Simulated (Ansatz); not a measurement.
**C2H6ClNSi: up Jacob's ladder to CCSD(T)**

One table from this session's results is given with a row withheld; the runs are named, their logs left out.

Method: functionals in def2-TZVPP, the program's frozen cores in correlated methods; program: Ansatz 0.2.0, Gaussian basis.

Plan: PBE-D4, r2SCAN-D4, PBE0-D4, B3LYP-D4, ωB97X-V, ωB97M-V, B2PLYP; CCSD(T)/def2-TZVPP; MP2/def2-QZVPP; extrapolation to the limit.

## The geometry

The geometry comes from an earlier relaxation with PBE0-D4 in a triple-zeta def2 set; it is a stationary point, not always the lowest conformer.

11 atoms, charge 0, spin multiplicity 1.

Atoms are counted from 1 here; the program's logs count them from 0.

Bond lengths: C1–Si2 1.850 Å, C1–H6 1.092 Å, C1–H7 1.092 Å, C1–H8 1.092 Å, Si2–Cl3 2.046 Å, Si2–C4 1.820 Å, Si2–N5 1.693 Å, C4–N5 1.508 Å, C4–H9 1.088 Å, C4–H10 1.091 Å, N5–H11 1.007 Å. Angles: Si2–C1–H6 110.8°, Si2–C1–H7 110.4°, Si2–C1–H8 109.9°, H6–C1–H7 108.0°, H6–C1–H8 108.9°, H7–C1–H8 108.8°, C1–Si2–Cl3 109.5°, C1–Si2–C4 123.4°, C1–Si2–N5 123.7°, Cl3–Si2–C4 122.3°, Cl3–Si2–N5 116.0°, C4–Si2–N5 50.7°, Si2–C4–N5 60.3°, Si2–C4–H9 124.3°, Si2–C4–H10 118.1°, N5–C4–H9 114.0°, N5–C4–H10 116.8°, H9–C4–H10 112.6° and more.

Set-up of the first run:

Input file in.yaml:

```yaml
crystal:
  periodic: [false, false, false]
  atoms:
    - {symbol: C, position_ang: [-1.136792, -1.026524, 0.715630]}
    - {symbol: Si, position_ang: [0.466462, -0.181548, 0.344756]}
    - {symbol: Cl, position_ang: [1.894514, -0.821373, 1.662396]}
    - {symbol: C, position_ang: [0.578885, 1.421303, -0.509544]}
    - {symbol: N, position_ang: [1.004615, 0.163485, -1.223400]}
    - {symbol: H, position_ang: [-1.439050, -0.846837, 1.749198]}
    - {symbol: H, position_ang: [-1.040714, -2.105503, 0.574736]}
    - {symbol: H, position_ang: [-1.916227, -0.652203, 0.048786]}
    - {symbol: H, position_ang: [1.381651, 2.139933, -0.361890]}
    - {symbol: H, position_ang: [-0.346586, 1.889046, -0.848380]}
    - {symbol: H, position_ang: [0.618742, -0.036680, -2.131686]}
basis:
  gaussian: {orbitals: def2-TZVPP}
hamiltonian: {xc: pbe, dispersion: d4}
output: {forces: true, orbitals: {seedname: orbitals}}
```

Launch:

```sh
ansatz run in.yaml --threads 4 --pin off --events-out ev --progress --plain --max-ram 10444MiB
```

Steps of the session up to this table: PBE-D4 (GGA); r2SCAN-D4 (meta-GGA); PBE0-D4 (hybrid); B3LYP-D4 (hybrid); ωB97X-V (range-separated); ωB97M-V (range-separated); B2PLYP (double hybrid); CCSD(T) in def2-TZVPP; MP2 in def2-QZVPP.

One of the session's tables, all rows but one given; the rest of the session is left out.

It belongs to the step «Atomisation energies». 

| method | atomisation energy (eV) |
| --- | --- |
| PBE-D4 | 42.936 |
| r2SCAN-D4 | 42.145 |
| PBE0-D4 | 42.255 |
| B3LYP-D4 | 41.970 |
| ωB97X-V | 42.249 |
| ωB97M-V | 42.272 |
| B2PLYP | 41.497 |
| HF/def2-TZVPP | 30.131 |
| MP2/def2-TZVPP | ? |
| CCSD/def2-TZVPP | 40.091 |
| CCSD(T)/def2-TZVPP | 40.761 |
| MP2/CBS | 42.726 |
| CCSD(T)/CBS | 41.994 |

Estimate the missing values for MP2/def2-TZVPP.

The run gave: atomisation energy (eV): 41.493. In the column «atomisation energy (eV)» it lies between CCSD(T)/def2-TZVPP (40.761) and B2PLYP (41.497).

To keep in mind: Free atoms (2 C, 1 Si, 1 Cl, 1 N, 6 H) were run apart at each level; the atomisation energy is their sum less the molecule, without zero-point or spin-orbit terms.
